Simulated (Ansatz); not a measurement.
**C₄H₁₀FIn: small, medium and large basis sets**

One table from this session's results is given with a row withheld; the runs are named, their logs left out.

Computed with Ansatz 0.2.0, Gaussian basis. Level: one geometry, several basis sets.

Levels to be run: PBE0-D4/def2-SVP; ωB97M-V/def2-SVP; PBE0-D4/def2-QZVPP; ωB97M-V/def2-QZVPP; the functionals' def2-TZVPP values are taken from earlier runs.

## The relaxed structure

The geometry comes from an earlier relaxation with PBE0-D4 in a triple-zeta def2 set; it is a stationary point, not always the lowest conformer. In takes the def2 core potential; no spin-orbit term is included.

SMILES `C[CH2][In]([F])[CH2]C`, 16 atoms, charge 0, spin multiplicity 1.

Atoms are counted from 1 here; the program's logs count them from 0.

Bond lengths: C1–C2 1.523 Å, C1–H7 1.091 Å, C1–H8 1.095 Å, C1–H9 1.093 Å, C2–In3 2.148 Å, C2–H10 1.093 Å, C2–H11 1.095 Å, In3–F4 1.989 Å, In3–C5 2.149 Å, C5–C6 1.523 Å, C5–H12 1.093 Å, C5–H13 1.095 Å, C6–H14 1.091 Å, C6–H15 1.092 Å, C6–H16 1.095 Å. Angles: C2–C1–H7 111.7°, C2–C1–H8 111.1°, C2–C1–H9 111.8°, H7–C1–H8 108.0°, H7–C1–H9 106.8°, H8–C1–H9 107.2°, C1–C2–In3 112.5°, C1–C2–H10 111.9°, C1–C2–H11 111.0°, In3–C2–H10 108.9°, In3–C2–H11 105.8°, H10–C2–H11 106.3°, C2–In3–F4 105.7°, C2–In3–C5 148.4°, F4–In3–C5 105.9°, In3–C5–C6 112.6°, In3–C5–H12 108.7°, In3–C5–H13 105.9° and more.

The first run:

File in.yaml:

```yaml
crystal:
  periodic: [false, false, false]
  atoms:
    - {symbol: C, position_ang: [2.007040, -2.239070, 0.292574]}
    - {symbol: C, position_ang: [0.585736, -2.108251, -0.238392]}
    - {symbol: In, position_ang: [-0.231591, -0.145606, 0.071324]}
    - {symbol: F, position_ang: [0.738171, 0.600847, 1.639702]}
    - {symbol: C, position_ang: [-1.642738, 1.363009, -0.519478]}
    - {symbol: C, position_ang: [-1.245560, 2.754512, -0.045686]}
    - {symbol: H, position_ang: [2.076029, -1.935319, 1.338549]}
    - {symbol: H, position_ang: [2.362587, -3.271771, 0.216206]}
    - {symbol: H, position_ang: [2.707532, -1.613336, -0.265780]}
    - {symbol: H, position_ang: [0.523066, -2.354131, -1.301253]}
    - {symbol: H, position_ang: [-0.090868, -2.797195, 0.277522]}
    - {symbol: H, position_ang: [-1.765858, 1.321649, -1.604551]}
    - {symbol: H, position_ang: [-2.603149, 1.060232, -0.090209]}
    - {symbol: H, position_ang: [-1.068658, 2.779247, 1.030678]}
    - {symbol: H, position_ang: [-0.325832, 3.098370, -0.524271]}
    - {symbol: H, position_ang: [-2.025898, 3.486813, -0.276925]}
basis:
  gaussian: {orbitals: def2-SVP}
hamiltonian: {xc: pbe0, dispersion: d4}
output: {orbitals: {seedname: orbitals}}
```

The run is started by

```console
$ ansatz run in.yaml --threads 2 --pin off --events-out ev --progress --plain --max-ram 32768MiB --backend cpu
```

Among the steps run: PBE0-D4 in def2-SVP; ωB97M-V in def2-SVP; PBE0-D4 in def2-QZVPP; ωB97M-V in def2-QZVPP.

One table of the session follows, with a row left open; its other results are not shown here.

It belongs to the step «Functionals by basis». 

| functional | basis | HOMO (eV) |
| --- | --- | --- |
| PBE0-D4 | def2-SVP | ? |
| PBE0-D4 | def2-TZVPP | -7.10 |
| PBE0-D4 | def2-QZVPP | -7.11 |
| ωB97M-V | def2-SVP | -9.16 |
| ωB97M-V | def2-TZVPP | -9.21 |
| ωB97M-V | def2-QZVPP | -9.22 |

Estimate the missing values for PBE0-D4, def2-SVP.

The run gave: HOMO (eV): -7.06. In the column «HOMO (eV)» it is the highest.
